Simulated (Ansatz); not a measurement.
# CH2I2: the cost of one run

Method: the levels named in each step, in Ansatz 0.2.0.

**1. The starting structure**

Bond lengths: C1–I2 1.992 Å, I2–I3 2.929 Å, C1–H4 1.073 Å, C1–H5 1.072 Å. Angles: C1–I2–I3 118.2°, I2–C1–H4 118.4°, I2–C1–H5 118.5°, H4–C1–H5 119.5°.

As a file:

```xyz
5

C    -2.8060   -0.2584   -0.0719
I    -1.0673    0.5690   -0.5805
I     1.3832   -0.5352    0.5847
H    -3.0955   -1.1742   -0.5503
H    -3.2410    0.0055    0.8715
```

**2. A rough first relaxation, PBE-D4/def2-SVP**

This run stands in another session on the same molecule. It ended at:

```xyz
5

C    -2.8525   -0.2417   -0.0909
I    -1.0650    0.5115   -0.5333
I     1.5269   -0.5117    0.5805
H    -3.1435   -1.1824   -0.5833
H    -3.2925    0.0309    0.8807
```

**3. Relaxation, HF/def2-SVP**

Contents of input.yaml:

```yaml
crystal:
  periodic: [false, false, false]
  atoms:
    - { symbol: C, position_ang: [-2.85253446, -0.24170218, -0.09094231] }
    - { symbol: I, position_ang: [-1.0649873, 0.5115374, -0.53333207] }
    - { symbol: I, position_ang: [1.52692121, -0.51172293, 0.58045791] }
    - { symbol: H, position_ang: [-3.1435442, -1.18237028, -0.58326088] }
    - { symbol: H, position_ang: [-3.29250525, 0.030928, 0.88066735] }
basis:
  gaussian: { orbitals: def2-SVP }
hamiltonian:
  xc: hf
relax:
  f_tol: 0.002
  max_steps: 150
```

On the command line:

```console
ansatz run input.yaml --threads 2 --pin off --max-ram 5120MiB --backend cpu --events-out ev --progress --plain --runs-dir out
```

Q: Estimate wall time and peak memory on 2 threads of AMD EPYC (Zen 3), shared host.

About 59 s, with a peak of 0.19 GiB.
